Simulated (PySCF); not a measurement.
# C₈H₈O₄: NMR shifts at several levels of theory, part 2 of 2

PySCF 2.14.0. Atoms count from 0.

## 5. Shielding tensors: wB97X-D/pcSseg-1

The job: settings as JSON, then the geometry in Å.

```
{"job": {"kind": "nmr", "xc": "wB97X-D", "basis": "pcSseg-1", "pop": false}, "charge": 0, "multiplicity": 1}
C      4.009991     0.263978    -0.109720
C      2.671108    -0.119742     0.446168
O      2.492973    -0.715699     1.472205
O      1.698525     0.300414    -0.390819
C      0.344732     0.106164    -0.231308
C     -0.244903    -0.525916     0.864582
C     -1.638241    -0.646311     0.883339
O     -2.275695    -1.247278     1.907068
C     -2.422928    -0.148507    -0.157778
C     -1.804235     0.480558    -1.239542
O     -2.506052     0.983313    -2.274352
C     -0.415058     0.610785    -1.283193
H      4.185026    -0.277561    -1.051374
H      4.031993     1.337651    -0.342986
H      4.791470     0.011482     0.614926
H      0.366924    -0.913134     1.675838
H     -1.623553    -1.539317     2.553049
H     -3.508267    -0.261025    -0.105093
H     -3.444289     0.826720    -2.124999
H      0.068148     1.100314    -2.127571
```

With the program's defaults for keys left out, this is: GIAO wB97X-D/pcSseg-1 NMR shielding, non-relativistic, gas phase.

The log of the run:

```text
coarse grid: 17992 points
cycle   1  E = -609.9152980391  dE =  2.888e+00  |g| = 1.211e+00  |ddm| = 4.448e+00
cycle   2  E = -609.7908347033  dE =  1.245e-01  |g| = 1.542e+00  |ddm| = 2.011e+00
cycle   3  E = -610.1856114949  dE = -3.948e-01  |g| = 1.968e-01  |ddm| = 1.177e+00
cycle   4  E = -610.1916011970  dE = -5.990e-03  |g| = 8.688e-02  |ddm| = 1.752e-01
cycle   5  E = -610.1928162793  dE = -1.215e-03  |g| = 2.114e-02  |ddm| = 6.726e-02
cycle   6  E = -610.1929089940  dE = -9.271e-05  |g| = 5.584e-03  |ddm| = 2.233e-02
cycle   7  E = -610.1929166629  dE = -7.669e-06  |g| = 1.175e-03  |ddm| = 6.460e-03
final grid: 177472 points
cycle   8  E = -610.3024106879  dE = -2.378e-04  |g| = 5.305e-03  |ddm| = 5.911e-02
cycle   9  E = -610.3024147826  dE = -4.095e-06  |g| = 4.186e-03  |ddm| = 9.888e-03
cycle  10  E = -610.3024182395  dE = -3.457e-06  |g| = 1.251e-03  |ddm| = 3.636e-03
cycle  11  E = -610.3024185178  dE = -2.783e-07  |g| = 6.492e-04  |ddm| = 1.580e-03
cycle  12  E = -610.3024186014  dE = -8.365e-08  |g| = 1.397e-04  |ddm| = 5.628e-04
cycle  13  E = -610.3024186066  dE = -5.165e-09  |g| = 5.676e-05  |ddm| = 1.923e-04
cycle  14  E = -610.3024186079  dE = -1.322e-09  |g| = 1.602e-05  |ddm| = 1.016e-04
cycle  15  E = -610.3024186080  dE = -1.362e-10  |g| = 7.020e-06  |ddm| = 3.327e-05
converged SCF energy = -610.3024186080

GIAO shielding tensors (ppm)
atom      isotropic    diamagn.    paramagn.     s11        s22        s33       span
  0 C      159.748     247.823     -88.074    134.924    153.245    191.076     56.151
  1 C       10.955     247.950    -236.995    -97.208     64.017     66.057    163.266
  2 O     -125.206     406.402    -531.607   -428.486   -217.996    270.865    699.351
  3 O       97.472     406.246    -308.773    -74.521    146.390    220.547    295.068
  4 C       22.487     257.345    -234.858    -73.176     34.385    106.252    179.429
  5 C       84.313     261.596    -177.283     26.073     70.797    156.069    129.996
  6 C       19.030     257.925    -238.895    -72.819     10.841    119.068    191.886
  7 O      211.592     389.074    -177.482    159.426    224.918    250.431     91.005
  8 C       84.900     259.686    -174.785     23.783     82.616    148.301    124.518
  9 C       18.840     258.789    -239.950    -73.576      9.717    120.378    193.954
 10 O      213.166     387.549    -174.383    161.616    227.554    250.328     88.712
 11 C       82.865     254.846    -171.981     20.344     73.614    154.637    134.294
 12 H       29.006      27.291       1.714     25.530     28.069     33.419      7.889
 13 H       29.100      27.847       1.252     25.280     28.548     33.471      8.192
 14 H       29.577      24.903       4.674     25.319     28.132     35.280      9.961
 15 H       23.399      36.147     -12.749     16.048     24.240     29.909     13.862
 16 H       27.377      33.515      -6.138     19.219     26.670     36.242     17.024
 17 H       25.448      31.237      -5.789     21.602     26.263     28.480      6.877
 18 H       27.517      30.445      -2.928     19.461     26.417     36.675     17.214
 19 H       25.169      32.669      -7.500     21.055     25.675     28.776      7.721
```

Run time: 61 s. Hardware: 8 threads of Arm Neoverse V1, shared host.

This run: δ C1 173.6, C6 165.6, C4 162.1, C5 100.9, H15 7.10, H17 5.93 ppm (means over like atoms).

## 6. NMR shieldings: KT2/pcSseg-1

The job, as its differences from that of step 5:

```diff
@@ -1,2 +1,2 @@
-{"job": {"kind": "nmr", "xc": "wB97X-D", "basis": "pcSseg-1", "pop": false}, "charge": 0, "multiplicity": 1}
+{"job": {"kind": "nmr", "xc": "KT2", "basis": "pcSseg-1", "pop": false}, "charge": 0, "multiplicity": 1}
 C      4.009991     0.263978    -0.109720
```

With the program's defaults for keys left out, this is: GIAO KT2/pcSseg-1 NMR shielding, non-relativistic, gas phase.

The log of the run:

```text
coarse grid: 17992 points
cycle   1  E = -619.8706832471  dE =  2.267e+00  |g| = 1.373e+00  |ddm| = 4.550e+00
cycle   2  E = -618.7021806350  dE =  1.169e+00  |g| = 2.737e+00  |ddm| = 4.151e+00
cycle   3  E = -620.1183095589  dE = -1.416e+00  |g| = 6.810e-01  |ddm| = 3.408e+00
cycle   4  E = -620.2159488571  dE = -9.764e-02  |g| = 1.956e-01  |ddm| = 7.154e-01
cycle   5  E = -620.2203362260  dE = -4.387e-03  |g| = 1.120e-01  |ddm| = 2.210e-01
cycle   6  E = -620.2231029535  dE = -2.767e-03  |g| = 2.755e-02  |ddm| = 1.201e-01
cycle   7  E = -620.2232849342  dE = -1.820e-04  |g| = 1.044e-02  |ddm| = 3.850e-02
cycle   8  E = -620.2233088802  dE = -2.395e-05  |g| = 3.951e-03  |ddm| = 1.367e-02
cycle   9  E = -620.2233126838  dE = -3.804e-06  |g| = 1.053e-03  |ddm| = 5.241e-03
final grid: 177472 points
cycle  10  E = -620.3760329445  dE = -4.382e-04  |g| = 1.589e-02  |ddm| = 1.252e-01
cycle  11  E = -620.3759879191  dE =  4.503e-05  |g| = 2.055e-02  |ddm| = 3.550e-02
cycle  12  E = -620.3760744743  dE = -8.656e-05  |g| = 9.248e-03  |ddm| = 2.527e-02
cycle  13  E = -620.3760918286  dE = -1.735e-05  |g| = 1.210e-03  |ddm| = 8.336e-03
cycle  14  E = -620.3760921021  dE = -2.736e-07  |g| = 4.663e-04  |ddm| = 1.550e-03
cycle  15  E = -620.3760921491  dE = -4.695e-08  |g| = 1.545e-04  |ddm| = 5.899e-04
cycle  16  E = -620.3760921547  dE = -5.589e-09  |g| = 6.868e-05  |ddm| = 2.202e-04
cycle  17  E = -620.3760921559  dE = -1.217e-09  |g| = 1.287e-05  |ddm| = 7.783e-05
cycle  18  E = -620.3760921559  dE = -2.751e-11  |g| = 6.872e-06  |ddm| = 2.094e-05
converged SCF energy = -620.3760921559

GIAO shielding tensors (ppm)
atom      isotropic    diamagn.    paramagn.     s11        s22        s33       span
  0 C      160.632     249.773     -89.140    135.028    155.606    191.263     56.236
  1 C       22.199     249.340    -227.140    -71.407     60.193     77.812    149.219
  2 O     -101.142     407.094    -508.236   -366.078   -181.642    244.294    610.372
  3 O       86.021     405.949    -319.928    -75.231    125.373    207.922    283.153
  4 C       32.894     257.355    -224.461    -43.166     39.714    102.133    145.299
  5 C       91.074     262.821    -171.747     40.412     82.054    150.755    110.343
  6 C       30.142     258.728    -228.586    -42.604     18.239    114.790    157.394
  7 O      198.057     387.727    -189.670    147.055    210.203    236.914     89.859
  8 C       92.899     260.432    -167.533     40.163     93.670    144.864    104.701
  9 C       30.114     259.331    -229.217    -43.236     17.333    116.245    159.481
 10 O      199.726     386.074    -186.349    149.699    212.237    237.242     87.543
 11 C       92.086     255.824    -163.738     38.734     84.237    153.286    114.552
 12 H       28.842      27.644       1.198     25.369     27.993     33.165      7.795
 13 H       28.950      28.245       0.705     25.136     28.444     33.270      8.134
 14 H       29.540      24.911       4.629     25.493     28.044     35.082      9.589
 15 H       23.345      36.491     -13.146     16.085     24.284     29.667     13.582
 16 H       27.461      33.605      -6.144     19.948     26.906     35.528     15.580
 17 H       25.536      31.204      -5.669     22.053     26.526     28.027      5.974
 18 H       27.595      30.599      -3.004     20.194     26.609     35.982     15.788
 19 H       25.350      33.006      -7.656     21.625     26.071     28.353      6.728
```

Wall time 28 s (8 threads of Arm Neoverse V1, shared host).

In short: δ C1 161.0, C6 153.1, C4 150.3, C5 91.6, H15 6.83, H17 5.64 ppm (means over like atoms).

## 7. Nuclear shieldings: HF/pcSseg-1

The job, as its differences from that of step 6:

```diff
@@ -1,2 +1,2 @@
-{"job": {"kind": "nmr", "xc": "KT2", "basis": "pcSseg-1", "pop": false}, "charge": 0, "multiplicity": 1}
+{"job": {"kind": "nmr", "xc": "HF", "basis": "pcSseg-1", "pop": false}, "charge": 0, "multiplicity": 1}
 C      4.009991     0.263978    -0.109720
```

With the program's defaults for keys left out, this is: GIAO HF/pcSseg-1 NMR shielding, non-relativistic, gas phase.

The log of the run:

```text
final grid: 177472 points
cycle   1  E = -606.6922477568  dE =  3.666e+00  |g| = 1.074e+00  |ddm| = 4.406e+00
cycle   2  E = -606.8814564371  dE = -1.892e-01  |g| = 6.790e-01  |ddm| = 1.225e+00
cycle   3  E = -606.9623959988  dE = -8.094e-02  |g| = 1.242e-01  |ddm| = 5.671e-01
cycle   4  E = -606.9665660383  dE = -4.170e-03  |g| = 4.583e-02  |ddm| = 1.536e-01
cycle   5  E = -606.9670627804  dE = -4.967e-04  |g| = 1.233e-02  |ddm| = 5.230e-02
cycle   6  E = -606.9671281227  dE = -6.534e-05  |g| = 5.379e-03  |ddm| = 1.779e-02
cycle   7  E = -606.9671472424  dE = -1.912e-05  |g| = 2.152e-03  |ddm| = 1.161e-02
cycle   8  E = -606.9671504328  dE = -3.190e-06  |g| = 6.994e-04  |ddm| = 4.813e-03
cycle   9  E = -606.9671508858  dE = -4.531e-07  |g| = 2.676e-04  |ddm| = 1.945e-03
cycle  10  E = -606.9671509323  dE = -4.645e-08  |g| = 1.278e-04  |ddm| = 4.974e-04
cycle  11  E = -606.9671509456  dE = -1.327e-08  |g| = 4.782e-05  |ddm| = 2.895e-04
cycle  12  E = -606.9671509484  dE = -2.871e-09  |g| = 2.163e-05  |ddm| = 1.483e-04
cycle  13  E = -606.9671509489  dE = -4.306e-10  |g| = 8.214e-06  |ddm| = 5.807e-05
converged SCF energy = -606.9671509489

GIAO shielding tensors (ppm)
atom      isotropic    diamagn.    paramagn.     s11        s22        s33       span
  0 C      167.321     244.595     -77.273    144.691    161.411    195.861     51.170
  1 C       14.634     245.090    -230.456   -106.674     69.312     81.265    187.939
  2 O     -117.176     404.913    -522.089   -433.666   -216.110    298.247    731.913
  3 O      133.638     407.169    -273.531    -35.131    191.970    244.077    279.209
  4 C       25.727     256.194    -230.467    -89.466     43.957    122.690    212.155
  5 C       92.852     258.678    -165.826     31.290     80.350    166.915    135.625
  6 C       22.554     256.742    -234.188    -88.335     20.751    135.245    223.580
  7 O      234.623     389.819    -155.196    182.575    247.833    273.460     90.885
  8 C       92.653     257.944    -165.291     26.748     92.101    159.109    132.361
  9 C       22.376     257.757    -235.382    -88.452     19.324    136.255    224.707
 10 O      235.849     389.459    -153.610    183.799    250.397    273.352     89.553
 11 C       90.033     253.006    -162.973     22.410     83.944    163.745    141.335
 12 H       29.267      26.921       2.347     25.505     28.062     34.236      8.731
 13 H       29.361      27.441       1.920     25.227     28.585     34.271      9.043
 14 H       29.673      24.978       4.694     24.951     28.130     35.936     10.986
 15 H       23.783      35.396     -11.613     15.949     25.110     30.290     14.340
 16 H       27.415      33.028      -5.613     18.012     26.496     37.735     19.723
 17 H       25.585      31.565      -5.980     20.856     27.132     28.767      7.912
 18 H       27.579      30.482      -2.903     18.293     26.245     38.199     19.905
 19 H       25.239      32.426      -7.187     20.198     26.427     29.093      8.895
```

Run time: 26 s. Hardware: 8 threads of Arm Neoverse V1, shared host.

This run: δ C1 176.2, C6 168.4, C4 165.1, C5 99.4, H15 7.17, H17 6.10 ppm (means over like atoms).

## 8. Side by side: NMR shifts

Shifts (ppm) of some atoms, chosen among heavy atoms and hydrogens apart, means over like atoms, with basis size and wall time:

```
             run     C1     C6   H17   H16     O2     O3     O7  functions  time
   PBE0/pcSseg-1  172.2  163.4  5.90  3.92  461.9  244.2  127.9        244  43 s
    PBE/pcSseg-1  168.1  160.7  5.70  3.84  458.9  259.6  141.7        244  28 s
wB97X-D/pcSseg-1  173.6  165.6  5.93  3.93  458.4  235.7  120.8        244  61 s
    KT2/pcSseg-1  161.0  153.1  5.64  3.65  431.8  244.6  131.8        244  28 s
     HF/pcSseg-1  176.2  168.4  6.10  4.19  450.5  199.7   98.1        244  26 s
```

## 9. Outcome

This closing draws on all 2 parts.

```
                                                               quantity                                       value
                                                            point group                                          C1
                                   rotational constants (main isotopes)                        1.60, 0.59, 0.43 GHz
¹³C shifts against TMS (PBE0/pcSseg-1, means over atoms taken as alike)  172.2, 163.4, 160.1, 100.1, 98.9, 23.9 ppm
 ¹H shifts against TMS (PBE0/pcSseg-1, means over atoms taken as alike)                  7.08, 5.90, 3.92, 2.15 ppm
¹⁷O shifts against H2O (PBE0/pcSseg-1, means over atoms taken as alike)                     461.9, 244.2, 127.9 ppm
                                               range of the shift of O3                          199.7 to 259.6 ppm
```

In words: Single values in the summary come from the first sound run of each kind (PBE0/pcSseg-1), which need not be the best level. The optimisation took 13 steps and gained 0.058 eV; among the close pairs (by a distance rule), C11–H19 changed most, from 1.076 to 1.089 Å. No frequency check was run at this level, so the end point may be a saddle. The most deshielded carbon is C1 (ester carbonyl carbon), at 172.2 ppm: it is a carbonyl in resonance with an O or N lone pair, the region of acids, esters and amides. At PBE0/pcSseg-1: Shielding is most anisotropic at O2 (span 697 ppm, paramagnetic term -533 ppm). NICS(1)zz of -22 ppm above the planar ring from C4 marks a diatropic (aromatic) ring current. In ppm, O3 moves most: its shift spreads over 60.0 ppm, from 199.7 (HF/pcSseg-1) to 259.6 (PBE/pcSseg-1).
